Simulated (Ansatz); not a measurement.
# EuCo2SiGe: the cost of one run

Program: Ansatz 0.2.0. Level of theory: DFT PBEsol, scalar-relativistic, plane waves, PAW. These are calculated values, not measurements.

2 further runs of the same task are left out: 1 that didn't finish, 1 set aside as unsound or not needed.

**1. The starting structure**

The cell holds 20 atoms (Co8Eu4Ge4LuSi3): a = 5.511 Å, b = 5.511 Å, c = 10.104 Å, α = 90.00°, β = 90.00°, γ = 90.00°.

Coordinates:

```
Co Eu Ge Lu Si
1.0
     3.89667   -3.89667    0.00000
     3.89667    3.89667    0.00000
     0.00000    0.00000   10.10375
Co Eu Ge Lu Si
8 4 4 1 3
Direct
  0.75000 0.25000 0.25426
  0.25000 0.25000 0.75426
  0.25000 0.75000 0.25426
  0.75000 0.75000 0.75426
  0.25000 0.25000 0.25426
  0.75000 0.25000 0.75426
  0.75000 0.75000 0.25426
  0.25000 0.75000 0.75426
  0.00000 0.50000 0.49871
  0.50000 0.50000 0.99871
  0.50000 0.00000 0.49871
  0.00000 0.00000 0.99871
  0.00000 0.00000 0.62876
  0.50000 0.00000 0.12876
  0.50000 0.50000 0.62876
  0.00000 0.50000 0.12876
  0.00000 0.50000 0.86401
  0.50000 0.50000 0.36401
  0.50000 0.00000 0.86401
  0.00000 0.00000 0.36401
```

The host was relaxed before at PBEsol: a = 3.897 Å, b = 3.897 Å, c = 10.104 Å, α = 90.00°, β = 90.00°, γ = 90.00° (conventional cell), 15.342 Å³/atom.

Places, in fractions of the supercell: Lu in place of Si at (0.000, 0.500, 0.864). The start keeps the symmetry of the ideal site.

**2. The perfect crystal in the supercell of 20 atoms**

Contents of input.yaml:

```yaml
crystal:
  lattice:
    - [3.8966733907, -3.8966733907, 0.0]
    - [3.8966733907, 3.8966733907, 0.0]
    - [0.0, 0.0, 10.1037451282]
  atoms:
    - { symbol: Co, position: [0.75, 0.25, 0.2542584844] }
    - { symbol: Co, position: [0.25, 0.25, 0.7542584844] }
    - { symbol: Co, position: [0.25, 0.75, 0.2542584844] }
    - { symbol: Co, position: [0.75, 0.75, 0.7542584844] }
    - { symbol: Co, position: [0.25, 0.25, 0.2542584844] }
    - { symbol: Co, position: [0.75, 0.25, 0.7542584844] }
    - { symbol: Co, position: [0.75, 0.75, 0.2542584844] }
    - { symbol: Co, position: [0.25, 0.75, 0.7542584844] }
    - { symbol: Eu, position: [0.0, 0.5, 0.4987089285], spin: 7.23 }
    - { symbol: Eu, position: [0.5, 0.5, 0.9987089285], spin: 7.23 }
    - { symbol: Eu, position: [0.5, 0.0, 0.4987089285], spin: 7.23 }
    - { symbol: Eu, position: [0.0, 0.0, 0.9987089285], spin: 7.23 }
    - { symbol: Ge, position: [0.0, 0.0, 0.6287630466] }
    - { symbol: Ge, position: [0.5, 0.0, 0.1287630466] }
    - { symbol: Ge, position: [0.5, 0.5, 0.6287630466] }
    - { symbol: Ge, position: [0.0, 0.5, 0.1287630466] }
    - { symbol: Si, position: [0.0, 0.5, 0.8640110562] }
    - { symbol: Si, position: [0.5, 0.5, 0.3640110562] }
    - { symbol: Si, position: [0.5, 0.0, 0.8640110562] }
    - { symbol: Si, position: [0.0, 0.0, 0.3640110562] }
basis:
  ecutwfc: 420
  xc_grid: 2
kpoints:
  mp_grid: { grid: [4, 4, 2], shift: [0.5, 0.5, 0.5] }
hamiltonian:
  xc: pbesol
scf:
  occupations: { method: gaussian, width: 0.05 }
  lower_state_search: "off"
output:
  forces: true
  stress: true
  eigenvalues: true
  populations: true
  hubbard: { sites: [{ species: Eu, l: f }] }
magnetization:
  spin_polarized: true
```

Run with:

```sh
$ ansatz run input.yaml --threads 8 --pin off --max-ram 14336MiB --backend cpu --events-out ev --progress --plain --runs-dir out
```

Q: Estimate wall time and peak memory on 8 threads of Arm Neoverse N1, shared host.

About 30 s, with a peak of 1.9 GiB.
